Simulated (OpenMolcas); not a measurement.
# SiHCl3 (trichlorosilane) at TPSS/def2-SVPD

Wanted: the energy of SiHCl3 (trichlorosilane). 

The results are computed with OpenMolcas 26.06.

2 further runs of the same task are left out: 2 that didn't finish.

## (1) The structure to begin with

SiHCl3: 5 atoms, total charge 0, spin state singlet. As SMILES, `Cl[SiH](Cl)Cl`. The Si2–Cl3 distance was set to 3.653 Å, away from the relaxed value. At this shape a bond of the SMILES string is far longer than usual.

Bond lengths: Cl1–Si2 2.030 Å, Si2–Cl4 2.030 Å, Si2–H5 1.469 Å. Angles: Cl1–Si2–Cl4 109.5°, Cl1–Si2–H5 109.5°, Cl4–Si2–H5 109.4°. A long bond or contact: Si2–Cl3 3.653 Å.

## (2) The energy at TPSS/def2-SVPD

Contents of calc.input:

```
* Cl3HSi Kohn-Sham DFT
>>> EXPORT MOLCAS_PRINT=2

&GATEWAY
  BasLib
  $CurrDir
  Coord
  5
  angstrom
  Cl       1.611732      -2.128501       1.345252
  Si      -0.160498      -1.569761       0.528812
  Cl       0.017700       1.933700      -0.491290
  Cl      -0.555218      -2.727591      -1.090818
  H       -1.230508      -1.736131       1.521522
  Basis
  def2-SVPD
  Group
  NoSym

&SEWARD
  GridInput
  Grid=UltraFine
  End of Grid

&SCF
  KSDFT
  2
  1.0 MGGA_X_TPSS
  1.0 MGGA_C_TPSS
  Thresholds
  1e-10 1e-07 1e-07 1e-05
  PrOrbitals
  1 2
```

The basis set def2-SVPD is read from a file made from the Basis Set Exchange's data (not shown).

Run with:

```
export MOLCAS_MEM=1860
pymolcas calc.input > calc.log
```

The log of the run:

```text
--- Start Module: gateway ---

                                              &GATEWAY

                       available to each process: 1.9 GB of memory, 1 thread

 Basis Set     1 Label: CL.DEF2-SVPD
 Basis set is read from library:.
 basistype.tbl is not found

 Basis Set     2 Label: SI.DEF2-SVPD
 Basis set is read from library:.
 basistype.tbl is not found

 Basis Set     3 Label: CL.DEF2-SVPD
 Basis set is read from library:.
 basistype.tbl is not found

 Basis Set     4 Label: H.DEF2-SVPD
 Basis set is read from library:.
 basistype.tbl is not found

++    Symmetry information:
      ---------------------

                    Character Table for C1

                             E
                    a        1  x, y, xy, Rz, z, xz, Ry, yz, Rx, I
--

++    Basis set information:
      ----------------------

      Basis set label: CL.DEF2-SVPD.........

      Electronic valence basis set:
      ------------------
      Associated Effective Charge  17.000000 au
      Associated Actual Charge     17.000000 au
      Nuclear Model: Point charge

      Shell  nPrim  nBasis  Cartesian Spherical Contaminant
         s      11       5        X
         p       8       4        X
         d       2       2                 X

      Basis set label: SI.DEF2-SVPD.........

      Electronic valence basis set:
      ------------------
      Associated Effective Charge  14.000000 au
      Associated Actual Charge     14.000000 au
      Nuclear Model: Point charge

      Shell  nPrim  nBasis  Cartesian Spherical Contaminant
         s      11       5        X
         p       7       3        X
         d       2       2                 X

      Basis set label: CL.DEF2-SVPD.........

      Electronic valence basis set:
      ------------------
      Associated Effective Charge  17.000000 au
      Associated Actual Charge     17.000000 au
      Nuclear Model: Point charge

      Shell  nPrim  nBasis  Cartesian Spherical Contaminant
         s      11       5        X
         p       8       4        X
         d       2       2                 X

      Basis set label: H.DEF2-SVPD.........

      Electronic valence basis set:
      ------------------
      Associated Effective Charge   1.000000 au
      Associated Actual Charge      1.000000 au
      Nuclear Model: Point charge

      Shell  nPrim  nBasis  Cartesian Spherical Contaminant
         s       4       2        X
         p       2       2        X
--

++    Molecular structure info:
      -------------------------

                    ************************************************
                    **** Cartesian Coordinates / bohr, angstrom ****
                    ************************************************

     Center  Label                x              y              z                     x              y              z
        1      CL1              3.045732      -4.022284       2.542158              1.611732      -2.128501       1.345252
        2      SI2             -0.303297      -2.966418       0.999310             -0.160498      -1.569761       0.528812
        3      CL3              0.033448       3.654163      -0.928404              0.017700       1.933700      -0.491290
        4      CL4             -1.049210      -5.154400      -2.061347             -0.555218      -2.727591      -1.090818
        5      H5              -2.325323      -3.280812       2.875260             -1.230508      -1.736131       1.521522

                    ***************************************
                    *    InterNuclear Distances / bohr    *
                    ***************************************

               1 CL1           2 SI2           3 CL3           4 CL4           5 H5
    1 CL1      0.000000
    2 SI2      3.835522        0.000000
    3 CL3      8.946871        6.903737        0.000000
    4 CL4      6.264383        3.835528        8.946871        0.000000
    5 H5       5.432216        2.776080        8.253820        5.432208        0.000000

                    *******************************************
                    *    InterNuclear Distances / angstrom    *
                    *******************************************

               1 CL1           2 SI2           3 CL3           4 CL4           5 H5
    1 CL1      0.000000
    2 SI2      2.029671        0.000000
    3 CL3      4.734480        3.653300        0.000000
    4 CL4      3.314969        2.029674        4.734480        0.000000
    5 H5       2.874605        1.469038        4.367733        2.874601        0.000000
--

            Nuclear Potential Energy            282.67616985 au

--- Stop Module: gateway /rc=_RC_ALL_IS_WELL_ ---

--- Start Module: seward ---

                                              &SEWARD

                       available to each process: 1.9 GB of memory, 1 thread

               SEWARD will generate:
                  Multipole Moment integrals up to order  2
                  Kinetic Energy integrals
                  Nuclear Attraction integrals (point charge)
                  One-Electron Hamiltonian integrals
                  Velocity integrals
                  Orbital angular momentum around (  0.4493  -2.0869   0.1136 )
                  Velocity quadrupole around (  0.4493  -2.0869   0.1136 )
                  Two-Electron Repulsion integrals

                   Integrals are discarded if absolute value <: 1.00E-14
                   Integral cutoff threshold is set to       <: 1.00E-16

            Nuclear Potential Energy            282.67616985 au

      Basis set specifications :
      Symmetry species         a
      Basis functions          113

[... 27 lines left out ...]
      Nuclear repulsion energy =  282.67616985
[... 64 lines left out ...]
++ Convergence information
                                   [...]      iterations: Energy and convergence statistics
[... 109 lines left out ...]
       Convergence after 102 Iterations
[... 3 lines left out ...]
 *                                             SCF/KS-DFT Program, Final results                                             *
 *                                                       Final Results                                                       *
[... 47 lines left out ...]
  Index Energy  Occupation Coefficients ...

    1 -101.0508    2.0000          1 CL1    1s     ( 0.712),    79 CL4    1s     ( 0.693),

    2 -101.0508    2.0000          1 CL1    1s     (-0.693),    79 CL4    1s     ( 0.712),
[... 48 lines of this table left out ...]
                                  40 SI2    2pz    (-0.182),    89 CL4    2py    ( 0.205),    90 CL4    2py    ( 0.238),    93 CL4    2pz    ( 0.233),
                                  94 CL4    2pz    ( 0.267),

   26   -0.4391    2.0000         15 CL1    2pz    (-0.196),    16 CL1    2pz    (-0.239),    31 SI2    1s     (-0.305),    32 SI2    1s     ( 0.169),
                                  34 SI2    2px    ( 0.219),    40 SI2    2pz    (-0.182),    85 CL4    2px    ( 0.166),    86 CL4    2px    ( 0.203),
                                 106 H5     1s     (-0.312),

   27   -0.3922    2.0000         11 CL1    2py    ( 0.286),    12 CL1    2py    ( 0.358),    89 CL4    2py    ( 0.239),    90 CL4    2py    ( 0.300),
                                  94 CL4    2pz    (-0.221),

   28   -0.3628    2.0000          7 CL1    2px    ( 0.217),     8 CL1    2px    ( 0.275),    15 CL1    2pz    (-0.222),    16 CL1    2pz    (-0.288),
                                  31 SI2    1s     ( 0.186),    85 CL4    2px    ( 0.263),    86 CL4    2px    ( 0.339),    93 CL4    2pz    (-0.170),
                                  94 CL4    2pz    (-0.215),   106 H5     1s     ( 0.196),
[... 22 lines of this table left out ...]
                                  35 SI2    2px    ( 0.341),    40 SI2    2pz    ( 0.292),    41 SI2    2pz    ( 0.383),    82 CL4    1s     ( 0.213),
                                  83 CL4    1s     (-0.199),

   37   -0.0238    0.0000         31 SI2    1s     (-1.712),    32 SI2    1s     ( 2.396),

   38    0.0044    0.0000         32 SI2    1s     (-3.388),

   39    0.0356    0.0000         32 SI2    1s     (-1.573),

   40    0.0400    0.0000          9 CL1    2px    ( 0.869),    17 CL1    2pz    ( 0.839),    87 CL4    2px    ( 0.658),    91 CL4    2py    ( 0.512),
                                  95 CL4    2pz    ( 0.878),

   41    0.0421    0.0000          5 CL1    1s     (-1.002),     9 CL1    2px    ( 0.995),    31 SI2    1s     ( 0.885),    32 SI2    1s     ( 1.596),
                                  83 CL4    1s     (-1.002),    95 CL4    2pz    (-0.833),

   42    0.0430    0.0000          9 CL1    2px    ( 0.351),    13 CL1    2py    ( 0.515),    17 CL1    2pz    (-0.421),    38 SI2    2py    (-0.388),
                                  55 CL3    1s     (-0.294),    56 CL3    1s     ( 0.393),    87 CL4    2px    ( 0.333),    91 CL4    2py    ( 0.510),
                                  95 CL4    2pz    (-0.441),

   43    0.0578    0.0000          5 CL1    1s     (-0.865),     9 CL1    2px    ( 0.811),    13 CL1    2py    (-0.454),    35 SI2    2px    ( 0.660),
                                  41 SI2    2pz    ( 0.742),    83 CL4    1s     ( 0.865),    91 CL4    2py    ( 0.562),    95 CL4    2pz    ( 0.642),

   44    0.0687    0.0000         13 CL1    2py    ( 0.800),    17 CL1    2pz    (-0.526),    47 SI2    3d0    ( 0.457),    91 CL4    2py    (-0.795),
                                  95 CL4    2pz    ( 0.549),

   45    0.0776    0.0000          9 CL1    2px    ( 0.601),    13 CL1    2py    ( 0.367),    17 CL1    2pz    (-0.396),    43 SI2    3d2-   (-0.415),
                                  47 SI2    3d0    ( 0.558),    87 CL4    2px    (-0.381),    95 CL4    2pz    ( 0.643),

[... 47 lines of this table left out ...]
   65    0.2767    0.0000         32 SI2    1s     (-11.37),

--

++    Molecular charges:
      ------------------

      Mulliken charges per centre and basis function type
      ---------------------------------------------------

                CL1     SI2     CL3     CL4     H5
      1s       5.9691  5.0414  5.9984  5.9691  0.8350
      2px      3.6548  2.6055  3.9912  3.9177  0.0230
      2pz      3.8516  2.5781  3.9485  3.6982  0.0173
[... 8 lines of this table left out ...]
      N-E     -0.3628  1.0070 -0.4046 -0.3628  0.1233

      Total electronic charge=   66.000000

      Total            charge=   -0.000000
--

++    Molecular properties:
      ---------------------

      Charge (e):
                      =   -0.0000
      Dipole Moment (debye):
      Origin of the operator (angstrom)=    0.2378   -1.1043    0.0601
                   X= -5.7763E-01               Y= -6.1164E+00               Z=  2.0180E+00           Total=  6.4665E+00
      Quadrupole Moment (debye*angstrom):
      Origin of the operator (angstrom)=    0.2378   -1.1043    0.0601
                  XX= -5.0058E+01              XY=  1.6550E+00              XZ= -5.1961E-01              YY= -6.5356E+01
                  YZ=  2.2589E+00              ZZ= -5.0278E+01
      In traceless form (debye*angstrom)
                  XX=  7.7590E+00              XY=  2.4825E+00              XZ= -7.7941E-01              YY= -1.5188E+01
                  YZ=  3.3883E+00              ZZ=  7.4292E+00
--

--- Stop Module: scf /rc=_RC_ALL_IS_WELL_ ---
--- Module scf spent 5 minutes 32 seconds ---

.##################.
.# Happy landing! #.
.##################.

    Timing: Wall=343.07 User=297.08 System=39.27
```

It took 5.7 min on 1 thread of Intel Xeon Platinum 8259CL at 2.50GHz (Skylake/Cascade Lake), shared host; peak memory 0.68 GiB.

## (3) Outcome

Level: TPSS/def2-SVPD.

| quantity | value |
| --- | --- |
| total energy | -1670.28990 Eh |
| dipole moment | 6.47 D |
| HOMO energy | -6.39 eV |
| LUMO energy | -5.86 eV |
| HOMO–LUMO gap | 0.53 eV |

One bond is far stretched, which a spin-restricted single reference describes badly; a broken-symmetry solution may lie lower.
